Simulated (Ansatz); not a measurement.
# Ta3Cu: which structure is lowest, part 2 of 2

2 trial structures of Ta3Cu are relaxed, then compared.

Ansatz 0.2.0; DFT PBE, scalar-relativistic, plane waves, PAW.

**4. Changing settings: mp_grid.grid [13, 13, 13]**

The input, input.yaml:

```yaml
crystal:
  lattice:
    - [-2.009842458, 2.009842458, 4.2044223232]
    - [2.009842458, -2.009842458, 4.2044223232]
    - [2.009842458, 2.009842458, -4.2044223232]
  atoms:
    - { symbol: Ta, position: [0.75, 0.25, 0.5] }
    - { symbol: Ta, position: [0.25, 0.75, 0.5] }
    - { symbol: Ta, position: [0.5, 0.5, 0.0] }
    - { symbol: Cu, position: [0.0, 0.0, 0.0] }
basis:
  ecutwfc: 420
kpoints:
  mp_grid: { grid: [13, 13, 13] }
hamiltonian:
  xc: pbe
scf:
  occupations: { method: gaussian, width: 0.1 }
output:
  forces: true
  eigenvalues: true
  stress: true
```

Started as:

```console
ansatz run input.yaml --threads 1 --pin off --max-ram 2560MiB --backend cpu --events-out ev --progress --plain --runs-dir out
```

The log of the run (excerpt; [...] marks lines left out):

```text
Warning: RAYON_NUM_THREADS=1 ignored (pool sized by the plan → 1); use --threads N
[...]
Pseudopotentials: kind: paw
Pseudopotential: Ta, paw, valence charge 13, recommended cutoff 420 eV (normal), Ta.paw.azcp
Pseudopotential: Cu, paw, valence charge 19, recommended cutoff 420 eV (normal), Cu.paw.azcp
Functional definition: PBE
[...]
Crystal: 4 atoms, lattice volume = 67.934 Å³
Basis set: ecut = 420 eV, 1347 PW (Γ), exchange–correlation on 72×72×72 points (8 copies of the dense FFT grid, shifted against one another)
Bands: 35, of which v1, the nominal top of the filled ones, is band 29 counted from 1 (28 counted from 0)
Symmetry: 16 space group operations
Space group: I4/mmm (ITA 139), of the structure as read, at distance tolerance 4.1e-5 Å
k-points: 196 of 2197
[...]
SCF iter   1: F=—  HF=-36421.304811 eV  |F-HF|=—  |Δ(HF+E_count)|=         —  Δρ=6.18e-3  dr2=2.02e-2  ethr=1.77e-3  ⟨swp⟩=4.8  Hψ=23153  notcnv=0
[...]
SCF iter   7: F=-36421.304757 eV  HF=-36421.304757 eV  |F-HF|=3.53e-9  |Δ(HF+E_count)|=   1.06e-8  Δρ=4.56e-6  dr2=1.16e-8  ethr=1.72e-10  ⟨swp⟩=6.8  Hψ=23985  notcnv=0
[...]
SCF converged after 7 iterations
Free energy (F): -36421.304757 eV
[...]
E sigma→0 (E₀):  -36421.294755 eV
Entropy (-TS):   -0.020004 eV (-5.001 meV/atom)
Fermi energy:    18.056313 eV
[...]
--- Forces (eV/Å), atoms counted from 1 ---
  atom   1  Ta    -0.00000000    -0.00000000     0.00000000
  atom   2  Ta     0.00000000    -0.00000000     0.00000000
  atom   3  Ta     0.00000000     0.00000000     0.00000000
  atom   4  Cu     0.00000000     0.00000000     0.00000000
[...]
--- Stress (GPa, compression-positive) ---
        0.029824       0.000000      -0.000000
        0.000000       0.029824       0.000000
       -0.000000       0.000000      -0.080421
  P = ⅓ Tr σ = -0.0069 GPa (-0.069 kbar)
--- Band table (eV; the first three rows and the last of 196) ---
[...]
```

It took 25 s on 1 thread of Intel Xeon Platinum 8259CL at 2.50GHz (Skylake/Cascade Lake), shared host; peak memory 0.65 GiB.

```
    run     ending  energy change  pressure (GPa)  gap (eV)  force (eV/Å)  cycles     time
 step 3  converged              0             0.0      0.00          0.00       -  4.5 min
variant  converged  +0.2 meV/atom             0.0      0.00          0.00       7     25 s
```

Changing the k-point mesh leaves the energy as it was (+0.2 meV/atom).

**5. Candidate B: Cu3Au (L1_2) type (Pm-3m, No. 221)**

It takes space group Pm-3m (No. 221, cubic). The conventional cell has a = 4.063 Å, b = 4.063 Å, c = 4.063 Å, α = 90.00°, β = 90.00°, γ = 90.00°. Ta (site symmetry 4/mmm) is surrounded by 8 Ta at 2.87 Å and 4 Cu at 2.87 Å. Around Cu (site symmetry m-3m) lie 12 Ta at 2.87 Å.

```
CELL_PARAMETERS angstrom
4.06287 0.00000 0.00000
0.00000 4.06287 0.00000
0.00000 0.00000 4.06287
ATOMIC_POSITIONS crystal
Ta 0.00000 0.50000 0.50000
Ta 0.50000 0.00000 0.50000
Ta 0.50000 0.50000 0.00000
Cu 0.00000 0.00000 0.00000
```

**6. A first look at the start (candidate B)**

The input, input.yaml:

```yaml
crystal:
  lattice:
    - [4.0628663913, 0.0, 0.0]
    - [0.0, 4.0628663913, 0.0]
    - [0.0, 0.0, 4.0628663913]
  atoms:
    - { symbol: Ta, position: [0.0, 0.5, 0.5] }
    - { symbol: Ta, position: [0.5, 0.0, 0.5] }
    - { symbol: Ta, position: [0.5, 0.5, 0.0] }
    - { symbol: Cu, position: [0.0, 0.0, 0.0] }
basis:
  ecutwfc: 420
kpoints:
  mp_grid: { grid: [4, 4, 4] }
hamiltonian:
  xc: pbe
scf:
  occupations: { method: gaussian, width: 0.1 }
  lower_state_search: "off"
output:
  forces: true
  stress: true
  eigenvalues: true
```

Started as:

```console
ansatz run input.yaml --threads 1 --pin off --max-ram 2560MiB --backend cpu --events-out ev --progress --plain --runs-dir out
```

The log of the run (excerpt; [...] marks lines left out):

```text
Warning: RAYON_NUM_THREADS=1 ignored (pool sized by the plan → 1); use --threads N
[...]
[... 4 set-up lines as earlier in the session ...]
[...]
Crystal: 4 atoms, lattice volume = 67.065 Å³
Basis set: ecut = 420 eV, 1357 PW (Γ), exchange–correlation on 60×60×60 points (8 copies of the dense FFT grid, shifted against one another)
Bands: 35, of which v1, the nominal top of the filled ones, is band 29 counted from 1 (28 counted from 0)
Symmetry: 48 space group operations
Space group: Pm-3m (ITA 221), of the structure as read, at distance tolerance 4.1e-5 Å
k-points: 10 of 64
[...]
SCF iter   1: F=—  HF=-36421.370145 eV  |F-HF|=—  |Δ(HF+E_count)|=         —  Δρ=5.45e-3  dr2=1.67e-2  ethr=1.77e-3  ⟨swp⟩=4.8  Hψ=1171  notcnv=0
[...]
SCF iter   7: F=-36421.369297 eV  HF=-36421.369297 eV  |F-HF|=9.92e-9  |Δ(HF+E_count)|=   6.26e-8  Δρ=5.07e-6  dr2=1.06e-8  ethr=1.72e-10  ⟨swp⟩=6.1  Hψ=1280  notcnv=0
[...]
SCF converged after 7 iterations
Free energy (F): -36421.369297 eV
[...]
E sigma→0 (E₀):  -36421.358954 eV
Entropy (-TS):   -0.020687 eV (-5.172 meV/atom)
Fermi energy:    18.206613 eV
[...]
--- Forces (eV/Å), atoms counted from 1 ---
  atom   1  Ta     0.00000000     0.00000000     0.00000000
  atom   2  Ta     0.00000000    -0.00000000    -0.00000000
  atom   3  Ta    -0.00000000    -0.00000000    -0.00000000
  atom   4  Cu    -0.00000000     0.00000000     0.00000000
[...]
--- Stress (GPa, compression-positive) ---
        0.288716      -0.000000       0.000000
       -0.000000       0.288716       0.000000
        0.000000       0.000000       0.288716
  P = ⅓ Tr σ = 0.2887 GPa (2.887 kbar)
--- Band table (eV; the first three rows and the last of 10) ---
[...]
```

Run time: 2.6 s. Hardware: 1 thread of Intel Xeon Platinum 8259CL at 2.50GHz (Skylake/Cascade Lake), shared host; peak memory 0.39 GiB.

Read-out: pressure 0.3 GPa, largest force 0.00 eV/Å, gap on this mesh none (metal). The gap decides the next run's mesh: 12×12×12 points.

**7. The relaxation (candidate B)**

input.yaml: that of step 6 with these lines changed.

```diff
@@ -13,3 +13,3 @@
 kpoints:
-  mp_grid: { grid: [4, 4, 4] }
+  mp_grid: { grid: [12, 12, 12] }
 hamiltonian:
@@ -18,3 +18,2 @@
   occupations: { method: gaussian, width: 0.1 }
-  lower_state_search: "off"
 output:
@@ -23 +22,6 @@
   eigenvalues: true
+relax:
+  adjacent_minimum: "off"
+  f_tol: 0.01
+  max_steps: 80
+  cell: { stress_tol: 0.05 }
```

Started as:

```console
ansatz run input.yaml --threads 1 --pin off --max-ram 2560MiB --backend cpu --events-out ev --progress --plain --runs-dir out
```

The log of the run:

```text
Warning: RAYON_NUM_THREADS=1 ignored (pool sized by the plan → 1); use --threads N
[... 9 set-up lines as earlier in the session ...]
Crystal: 4 atoms, lattice volume = 67.065 Å³
Basis set: ecut = 420 eV, 1357 PW (Γ), exchange–correlation on 60×60×60 points (8 copies of the dense FFT grid, shifted against one another)
Bands: 35, of which v1, the nominal top of the filled ones, is band 29 counted from 1 (28 counted from 0)
[... 2 set-up lines as earlier in the session ...]
k-points: 84 of 1728
[... 8 set-up lines as earlier in the session ...]
SCF iter   1: F=—  HF=-36421.342247 eV  |F-HF|=—  |Δ(HF+E_count)|=         —  Δρ=5.66e-3  dr2=2.24e-2  ethr=1.77e-3  ⟨swp⟩=4.9  Hψ=10032  notcnv=0
preconditioner: auto → Kerker (q_TF=auto, 2.663 Å⁻¹)  [metal: Δε(μ)=0.007 eV  Ē_g=4.760 eV  σ=0.100 eV  W_gap=0.04  n_scr=18 (ndim 8)  ℏωp=23.1 eV  f_vac=0.000  D(μ)=4.72/eV (n_scr^D=56)]
SCF iter   2: F=—  HF=-36421.340799 eV  |F-HF|=—  |Δ(HF+E_count)|=   1.45e-3  Δρ=2.73e-3  dr2=6.01e-3  ethr=3.85e-5  ⟨swp⟩=1.9  Hψ=4175  notcnv=0
SCF iter   3: F=—  HF=-36421.339601 eV  |F-HF|=—  |Δ(HF+E_count)|=   1.20e-3  Δρ=1.83e-3  dr2=1.92e-3  ethr=1.04e-5  ⟨swp⟩=2.3  Hψ=4277  notcnv=0
SCF iter   4: F=—  HF=-36421.339193 eV  |F-HF|=—  |Δ(HF+E_count)|=   4.08e-4  Δρ=5.39e-4  dr2=1.52e-4  ethr=3.32e-6  ⟨swp⟩=2.0  Hψ=3623  notcnv=0
SCF iter   5: F=—  HF=-36421.339171 eV  |F-HF|=—  |Δ(HF+E_count)|=   2.17e-5  Δρ=5.57e-5  dr2=1.51e-6  ethr=2.61e-7  ⟨swp⟩=1.8  Hψ=3380  notcnv=0
SCF iter   6: F=—  HF=-36421.339170 eV  |F-HF|=—  |Δ(HF+E_count)|=   1.54e-6  Δρ=2.67e-5  dr2=3.97e-7  ethr=2.61e-9  ⟨swp⟩=2.0  Hψ=5262  notcnv=0
SCF iter   7: F=-36421.339170 eV  HF=-36421.339170 eV  |F-HF|=1.93e-8  |Δ(HF+E_count)|=   5.16e-8  Δρ=6.51e-6  dr2=1.84e-8  ethr=1.72e-10  ⟨swp⟩=5.3  Hψ=12207  notcnv=0
SCF 1 converged in 7 iterations: F = -36421.339170 eV  dr2 = 1.84e-8
relax step   1: F+E_penalty+E_count = -36421.33916972 eV  Δ(F+E_penalty+E_count) = +0.000e0 eV  max|allowed force component| = 1.492e-29 eV/Å  Δτ_max = 0.0000 Å  P = +0.994 GPa  Ω = 67.065 Å³  (7 SCF iters, dr2 threshold 1.00e-7 eV, accepted)
Crystal: 4 atoms, lattice volume = 68.241 Å³
[... 2 set-up lines as earlier in the session ...]
iter 1 solved again at ethr=9.26e-5 eV; its pass at ethr=3.10e-3 eV (dr2=5.37e-2 eV) is discarded
SCF iter   1: F=—  HF=-36421.341008 eV  |F-HF|=—  |Δ(HF+E_count)|=         —  Δρ=9.15e-3  dr2=5.36e-2  ethr=9.26e-5  ⟨swp⟩=1.0  Hψ=13880  notcnv=0
preconditioner: auto → Kerker (q_TF=auto, 2.655 Å⁻¹)  [metal: Δε(μ)=0.004 eV  Ē_g=4.757 eV  σ=0.100 eV  W_gap=0.02  n_scr=18 (ndim 8)  ℏωp=22.9 eV  f_vac=0.000  D(μ)=4.81/eV (n_scr^D=56)]
SCF iter   2: F=—  HF=-36421.335549 eV  |F-HF|=—  |Δ(HF+E_count)|=   5.46e-3  Δρ=1.32e-3  dr2=3.11e-3  ethr=9.24e-5  ⟨swp⟩=2.0  Hψ=3536  notcnv=0
SCF iter   3: F=—  HF=-36421.334556 eV  |F-HF|=—  |Δ(HF+E_count)|=   9.93e-4  Δρ=1.33e-3  dr2=2.32e-3  ethr=5.36e-6  ⟨swp⟩=2.0  Hψ=3613  notcnv=0
SCF iter   4: F=—  HF=-36421.334229 eV  |F-HF|=—  |Δ(HF+E_count)|=   3.28e-4  Δρ=3.53e-4  dr2=6.99e-5  ethr=4.00e-6  ⟨swp⟩=2.0  Hψ=3648  notcnv=0
SCF iter   5: F=—  HF=-36421.334252 eV  |F-HF|=—  |Δ(HF+E_count)|=   2.36e-5  Δρ=1.52e-4  dr2=1.82e-5  ethr=1.21e-7  ⟨swp⟩=2.0  Hψ=5262  notcnv=0
SCF iter   6: F=-36421.334251 eV  HF=-36421.334252 eV  |F-HF|=4.27e-7  |Δ(HF+E_count)|=   3.71e-7  Δρ=2.02e-5  dr2=2.47e-7  ethr=6.90e-10  ⟨swp⟩=4.4  Hψ=12824  notcnv=0
SCF 2 converged in 6 iterations: F = -36421.334251 eV  dr2 = 2.47e-7
relax step   2: F+E_penalty+E_count = -36421.33425134 eV  Δ(F+E_penalty+E_count) = +4.918e-3 eV  max|allowed force component| = 5.489e-30 eV/Å  Δτ_max = 0.0000 Å  P = -2.165 GPa  Ω = 68.241 Å³  energy of the carried Pulay correction = -4.551e-4 eV  (6 SCF iters, dr2 threshold 4.00e-7 eV, rejected (line search))
Crystal: 4 atoms, lattice volume = 67.431 Å³
iter 1 solved again at ethr=4.77e-5 eV; its pass at ethr=3.10e-3 eV (dr2=2.77e-2 eV) is discarded
SCF iter   1: F=—  HF=-36421.343346 eV  |F-HF|=—  |Δ(HF+E_count)|=         —  Δρ=6.60e-3  dr2=2.73e-2  ethr=4.77e-5  ⟨swp⟩=1.0  Hψ=13127  notcnv=0
preconditioner: auto → Kerker (q_TF=auto, 2.661 Å⁻¹)  [metal: Δε(μ)=0.026 eV  Ē_g=4.713 eV  σ=0.100 eV  W_gap=0.15  n_scr=18 (ndim 8)  ℏωp=23.1 eV  f_vac=0.000  D(μ)=4.82/eV (n_scr^D=56)]
SCF iter   2: F=—  HF=-36421.340744 eV  |F-HF|=—  |Δ(HF+E_count)|=   2.60e-3  Δρ=1.09e-3  dr2=1.94e-3  ethr=4.71e-5  ⟨swp⟩=2.0  Hψ=3223  notcnv=0
SCF iter   3: F=—  HF=-36421.340274 eV  |F-HF|=—  |Δ(HF+E_count)|=   4.70e-4  Δρ=9.35e-4  dr2=1.10e-3  ethr=3.35e-6  ⟨swp⟩=2.0  Hψ=3518  notcnv=0
SCF iter   4: F=—  HF=-36421.340124 eV  |F-HF|=—  |Δ(HF+E_count)|=   1.50e-4  Δρ=1.90e-4  dr2=3.28e-5  ethr=1.89e-6  ⟨swp⟩=2.0  Hψ=3555  notcnv=0
SCF iter   5: F=—  HF=-36421.340139 eV  |F-HF|=—  |Δ(HF+E_count)|=   1.50e-5  Δρ=3.17e-5  dr2=1.37e-6  ethr=5.66e-8  ⟨swp⟩=2.0  Hψ=5317  notcnv=0
SCF iter   6: F=—  HF=-36421.340137 eV  |F-HF|=—  |Δ(HF+E_count)|=   2.45e-6  Δρ=9.96e-6  dr2=1.30e-7  ethr=2.37e-9  ⟨swp⟩=2.0  Hψ=4048  notcnv=0
SCF iter   7: F=—  HF=-36421.340137 eV  |F-HF|=—  |Δ(HF+E_count)|=   3.38e-8  Δρ=2.27e-6  dr2=3.90e-9  ethr=2.24e-10  ⟨swp⟩=2.0  Hψ=4024  notcnv=0
SCF iter   8: F=—  HF=-36421.340137 eV  |F-HF|=—  |Δ(HF+E_count)|=  9.02e-10  Δρ=3.05e-7  dr2=6.71e-11  ethr=6.73e-12  ⟨swp⟩=2.1  Hψ=4220  notcnv=0
SCF iter   9: F=-36421.340137 eV  HF=-36421.340137 eV  |F-HF|=7.28e-12  |Δ(HF+E_count)|=    0.00e0  Δρ=5.26e-8  dr2=1.36e-12  ethr=1.00e-12  ⟨swp⟩=4.0  Hψ=9872  notcnv=0
SCF 3 converged in 9 iterations: F = -36421.340137 eV  dr2 = 1.36e-12
relax step   3: F+E_penalty+E_count = -36421.34013690 eV  Δ(F+E_penalty+E_count) = -9.672e-4 eV  max|allowed force component| = 3.287e-30 eV/Å  Δτ_max = 0.0000 Å  P = -0.017 GPa  Ω = 67.431 Å³  energy of the carried Pulay correction = -1.424e-4 eV  (9 SCF iters, accepted)
[... 1 set-up line as earlier in the session ...]
iter 1 solved again at ethr=1.01e-7 eV; its pass at ethr=3.10e-3 eV (dr2=5.87e-5 eV) is discarded
SCF iter   1: F=—  HF=-36421.340116 eV  |F-HF|=—  |Δ(HF+E_count)|=         —  Δρ=3.39e-4  dr2=1.60e-6  ethr=1.01e-7  ⟨swp⟩=3.2  Hψ=17612  notcnv=0
preconditioner: auto → Kerker (q_TF=auto, 2.661 Å⁻¹)  [metal: Δε(μ)=0.013 eV  Ē_g=4.754 eV  σ=0.100 eV  W_gap=0.07  n_scr=18 (ndim 8)  ℏωp=23.1 eV  f_vac=0.000  D(μ)=4.79/eV (n_scr^D=56)]
SCF iter   2: F=—  HF=-36421.340232 eV  |F-HF|=—  |Δ(HF+E_count)|=   1.15e-4  Δρ=1.72e-4  dr2=4.14e-7  ethr=2.76e-9  ⟨swp⟩=1.8  Hψ=3305  notcnv=0
SCF iter   3: F=—  HF=-36421.340274 eV  |F-HF|=—  |Δ(HF+E_count)|=   4.20e-5  Δρ=6.79e-7  dr2=1.52e-10  ethr=7.13e-10  ⟨swp⟩=1.0  Hψ=2940  notcnv=0
SCF iter   4: F=—  HF=-36421.340274 eV  |F-HF|=—  |Δ(HF+E_count)|=    0.00e0  Δρ=4.56e-7  dr2=8.74e-11  ethr=1.00e-12  ⟨swp⟩=2.2  Hψ=4578  notcnv=0
iter 5 did not close the SCF: its close was put off for the readings that it lacked (scf_convergence_deferred on its scf_iter line)
SCF iter   5: F=-36421.340274 eV  HF=-36421.340274 eV  |F-HF|=7.28e-12  |Δ(HF+E_count)|=  2.91e-11  Δρ=1.86e-7  dr2=1.95e-11  ethr=1.00e-12  ⟨swp⟩=1.3  Hψ=2969  notcnv=0
SCF iter   6: F=-36421.340274 eV  HF=-36421.340274 eV  |F-HF|=0.00e0  |Δ(HF+E_count)|=  7.28e-12  Δρ=1.19e-7  dr2=9.14e-12  ethr=1.00e-12  ⟨swp⟩=3.0  Hψ=9236  notcnv=0
SCF 4 converged in 6 iterations: F = -36421.340274 eV  dr2 = 9.14e-12
relax step   4: F+E_penalty+E_count = -36421.34027380 eV  Δ(F+E_penalty+E_count) = -1.369e-4 eV  max|allowed force component| = 3.155e-30 eV/Å  Δτ_max = 0.0000 Å  P = -0.016 GPa  Ω = 67.431 Å³  stress off target by 1.57e-2 GPa  SCF on the basis re-selected at this cell (its energy is not comparable with the rows above)  (6 SCF iters)
basis re-selected at this cell: Δ(F+E_penalty+E_count) = -1.369e-4 eV, ΔP = +0.002 GPa vs the last step (what re-selecting the basis moved, of the pressure what is left beyond the Pulay correction that the steps carried, after the strain that the cell walked since its last selection, with what the two solves' SCF thresholds leave and, on support functions, any second-order correction that the steps lacked; it is no measure of the basis error at this ecutwfc). This SCF's stress stands 1.57e-2 GPa from its target on what of the cell is left free (relax.cell.stress_tol is 5.00e-2 GPa) and its largest allowed force component is 3.16e-30 eV/Å (relax.f_tol is 1.00e-2 eV/Å): within both
SCF converged after 6 iterations
Free energy (F): -36421.340274 eV
Harris-Foulkes:  -36421.340274 eV  (|F-HF|=0.00e0)
Internal energy: -36421.316306 eV  (E = F + TS)
E sigma→0 (E₀):  -36421.328290 eV
Entropy (-TS):   -0.023967 eV (-5.992 meV/atom)
Fermi energy:    18.127512 eV
--- Per-component energies (eV) ---
  E_band       = -685.335484
  E_kinetic    = 1395.082718
  E_local      = -6446.806863  (includes V_loc(G=0)·N_el)
  E_nonlocal   = 426.848505
  E_hartree    = 2722.929929
  E_xc         = -744.925017
  E_vxc        = -727.715513  (∫ρ·V_xc dr)
  E_paw        = -26846.128789  (= ΣΔE_a)
  E_vpaw       = -778.605125  (= ΣTr[D̂ρ^β])
  E_aug_tail   = 0.000702  (compensation charges beyond the density's cutoff)
  E_ewald      = -6928.317490
  E_smearing   = -0.023967  (= −TS)
  E_closure    = -0.000000  (closes the sum)
  Σ components = -36421.340274   (vs F -36421.340274, Δ=0.00e0)
--- Forces (eV/Å), atoms counted from 1 ---
  atom   1  Ta    -0.00000000    -0.00000000     0.00000000
  atom   2  Ta    -0.00000000     0.00000000     0.00000000
  atom   3  Ta    -0.00000000    -0.00000000     0.00000000
  atom   4  Cu     0.00000000     0.00000000    -0.00000000
  max |Σ_I F_I| component: 2.10e-30 eV/Å
--- Stress (GPa, compression-positive) ---
       -0.015705       0.000000       0.000000
        0.000000      -0.015705       0.000000
        0.000000       0.000000      -0.015705
  P = ⅓ Tr σ = -0.0157 GPa (-0.157 kbar)
--- Band table (eV; the first three rows and the last of 84) ---
  k-point 0: bands = ["-94.7484", "-52.0940", "-52.0940", "-52.0940", "-49.4603", "-49.3203", "-49.3203", "-16.4093", "-16.4093", "-16.4093", "-15.8349", "-15.8349", "-15.8349", "-15.4612", "-15.4612", "-15.4612", "9.7308", "13.0146", "13.6694", "13.6694", "14.2087", "14.2087", "14.2087", "16.3974", "16.3974", "16.3974", "17.0668", "17.0668", "20.5760", "20.5760", "20.5760", "21.0778", "21.0778", "21.0778", "23.0239"]
  k-point 1: bands = ["-94.7484", "-52.0941", "-52.0940", "-52.0940", "-49.4582", "-49.3224", "-49.3202", "-16.4003", "-16.4003", "-16.3957", "-15.8380", "-15.8380", "-15.8363", "-15.4797", "-15.4682", "-15.4682", "9.8247", "13.0856", "13.6929", "13.7274", "14.2370", "14.2488", "14.2488", "16.3803", "16.4208", "16.4208", "16.9801", "17.1024", "20.0848", "20.0848", "20.3845", "21.0101", "21.5214", "21.5214", "22.8291"]
  k-point 2: bands = ["-94.7484", "-52.0941", "-52.0940", "-52.0940", "-49.4520", "-49.3285", "-49.3201", "-16.3745", "-16.3745", "-16.3555", "-15.8478", "-15.8478", "-15.8404", "-15.5333", "-15.4874", "-15.4874", "10.1011", "13.2795", "13.7613", "13.8886", "14.3185", "14.3644", "14.3644", "16.3296", "16.4817", "16.4817", "16.7178", "17.2159", "19.4660", "19.4660", "19.9431", "20.8310", "21.8815", "21.8815", "22.2650"]
  k-point 83: bands = ["-94.7484", "-52.0941", "-52.0941", "-52.0941", "-49.3663", "-49.3663", "-49.3663", "-16.7148", "-16.3437", "-16.3437", "-16.3437", "-15.5175", "-15.5175", "-15.5175", "-15.4706", "-15.4706", "12.7889", "13.4452", "13.4452", "13.4452", "15.1885", "15.1885", "15.9236", "15.9236", "15.9236", "18.2622", "18.2622", "18.2622", "18.3183", "18.3183", "18.3183", "19.3245", "20.6199", "20.6199", "20.6199"]
--- Relaxed structure (3 steps of the walk, 2 accepted, 1 SCFs on fresh bases) ---
  F+E_penalty+E_count = -36421.34027380 eV   max|allowed force component| = 3.155e-30 eV/Å   (the final SCF, on the basis selected at the relaxed cell)
  cell:  # Å, volume = 67.4309 Å³
    - [4.070236537162799, -9.62964972193618e-35, 0.0]
    - [3.209883240645393e-35, 4.070236537162799, 0.0]
    - [0.0, -2.407412430484045e-35, 4.070236537162799]
  atoms:
    - { symbol: Ta, position: [1.0314867207423306e-47, 0.5, 0.5] }
    - { symbol: Ta, position: [0.5, 6.34447523058135e-48, 0.5] }
    - { symbol: Ta, position: [0.5, 0.5, -2.24546810021867e-48] }
    - { symbol: Cu, position: [-4.716886428021843e-47, -2.4138782077350702e-48, 4.49093620043734e-49] }
```

Wall time 61 s (1 thread of Intel Xeon Platinum 8259CL at 2.50GHz (Skylake/Cascade Lake), shared host); peak memory 0.52 GiB.

Relaxation path:

```csv
step,energy from step 1 (eV/cell),largest force component (eV/Å),pressure (GPa),volume (Å³)
1,0.0000,0.0000,0.99,67.07
2,0.0049,0.0000,-2.17,68.24
3,-0.0010,0.0000,-0.02,67.43
4,-0.0011,0.0000,-0.02,67.43
```

Step 1 is the start. Step 4 repeats the geometry before it on a plane-wave basis chosen anew for that cell, so its energy need not be comparable with the rows above. Step 2 was tried and not accepted.

|  | before | after | change |
| --- | --- | --- | --- |
| a (Å) | 4.063 | 4.070 | +0.2 % |
| b (Å) | 4.063 | 4.070 | +0.2 % |
| c (Å) | 4.063 | 4.070 | +0.2 % |
| volume (Å³/atom) | 16.77 | 16.86 | +0.5 % |
| shortest distance (Å) | 2.873 | 2.878 | +0.2 % |
| space group (0.01 Å) | Pm-3m | Pm-3m | same |

The run keeps the 48 symmetry operations of the start, so it could not have lowered the symmetry.

**8. Results**

This closing draws on all 2 parts.

Formation energies count from the elements, computed with the same settings in runs not shown here.

```
candidate                                                              start  space group at the end  atoms  volume (Å³/atom)  energy above the lowest (meV/atom)  gap on the mesh (eV)  formation energy (eV/atom)
        B                                 Cu3Au (L1_2) type (Pm-3m, No. 221)                   Pm-3m      4             16.86                                 0.0                  0.00                      +0.149
        A  structure listed in a database for this formula (I4/mmm, No. 139)                  I4/mmm      4             16.98                                 8.1                  0.00                      +0.158
```

What this shows: The lowest is B, in Pm-3m; A follows 8 meV/atom higher. Other structures, not tried here, may lie lower. The lowest formation energy here, +0.15 eV/atom, is positive, so the elements lie lower than the structures tried; another structure of the compound can lie lower. Spin-orbit coupling is left out for Ta.
